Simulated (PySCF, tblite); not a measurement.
# C4H15PSi2: geometry, infrared bands and NMR shifts

What infrared bands and NMR shifts should C4H15PSi2 (`C[Si](C)(C)CP[SiH3]`) show?

Computed with tblite 0.8.0 and PySCF 2.14.0, with density-fitted response routines of our own, on a single molecule in the gas phase. Atoms are numbered from 0 throughout.

**1. The starting structure**

22 atoms, charge 0, multiplicity 1; geometry from: force field or distance geometry start.

Bonds of the start (Å): C0–Si1 1.85, Si1–C2 1.87, Si1–C3 1.86, Si1–C4 1.86, C4–P5 1.85, P5–Si6 2.23, C0–H7 1.11, C0–H8 1.11, C0–H9 1.11, C2–H10 1.11, C2–H11 1.12, C2–H12 1.11, C3–H13 1.11, C3–H14 1.11, C3–H15 1.12, C4–H16 1.11, C4–H17 1.12, P5–H18 1.47, Si6–H19 1.47, Si6–H20 1.46, Si6–H21 1.48.

**2. Relaxing the molecule with GFN2-xTB**

The job: settings as JSON, then the geometry in Å.

```
{"job": {"kind": "relax", "xc": "GFN2-xTB", "basis": "xTB"}, "charge": 0, "multiplicity": 1}
C     -1.215300     0.709000    -1.978900
Si    -1.060500     0.005400    -0.278400
C     -2.132400    -1.525600    -0.218800
C     -1.619100     1.163200     1.066000
C      0.681800    -0.605100    -0.038300
P      1.642200     0.379100     1.200500
Si     3.738500     0.346000     0.450600
H     -0.998600    -0.106600    -2.696300
H     -0.495900     1.536700    -2.178500
H     -2.256600     1.093300    -2.060100
H     -1.497300    -2.360700    -0.589400
H     -2.439400    -1.801700     0.818900
H     -3.072900    -1.406800    -0.790300
H     -2.104100     2.035000     0.590100
H     -0.786200     1.525700     1.697700
H     -2.406700     0.646400     1.663000
H      0.731700    -1.670700     0.266900
H      1.200700    -0.504000    -1.028500
H      1.627800    -0.386800     2.453100
H      3.639200     0.373300    -1.016700
H      4.502700     1.501100     0.925000
H      4.309900    -0.927000     0.939900
```

Launch:

```sh
$ OMP_NUM_THREADS=1 python probes_run.py task.json out
```

The driver reads the jobs from task.json and runs them one after another.

**Question.** This job is followed by: GFN2-xTB harmonic vibrations, gas phase; GIAO PBE0/pcSseg-1 NMR shielding, non-relativistic, gas phase. What will the session give for the following? strongest single infrared mode (GFN2-xTB); zero-point energy (GFN2-xTB); 13C shifts against TMS (PBE0/pcSseg-1, means over atoms taken as alike); 1H shifts against TMS (PBE0/pcSseg-1, means over atoms taken as alike); 29Si shifts against TMS (PBE0/pcSseg-1); 31P shifts against H3PO4 (PBE0/pcSseg-1).

As calculated:

| quantity | value |
| --- | --- |
| strongest single infrared mode (GFN2-xTB) | 755 cm⁻¹, 517 km/mol |
| zero-point energy (GFN2-xTB) | 107.3 kcal/mol |
| 13C shifts against TMS (PBE0/pcSseg-1, means over atoms taken as alike) | 3.7, -1.5 ppm |
| 1H shifts against TMS (PBE0/pcSseg-1, means over atoms taken as alike) | 4.03, 2.00, 0.51, 0.10 ppm |
| 29Si shifts against TMS (PBE0/pcSseg-1) | 2.9, -72.7 ppm |
| 31P shifts against H3PO4 (PBE0/pcSseg-1) | -222.6 ppm |

What this shows: Over 188 steps the energy fell by 0.839 eV; of the close pairs, P5–H18 changed most, 1.468 to 1.392 Å. No mode is imaginary among the 60: a minimum at this level. The strongest single mode, at 755 cm⁻¹, is carried by H19, H20, H18, H21. GFN2-xTB is a fitted tight-binding method: band positions and strengths are rough. Its intensities can rank the bands wrongly. At PBE0/pcSseg-1: The largest span, 177 ppm, is at P5, where the paramagnetic term is -428 ppm.
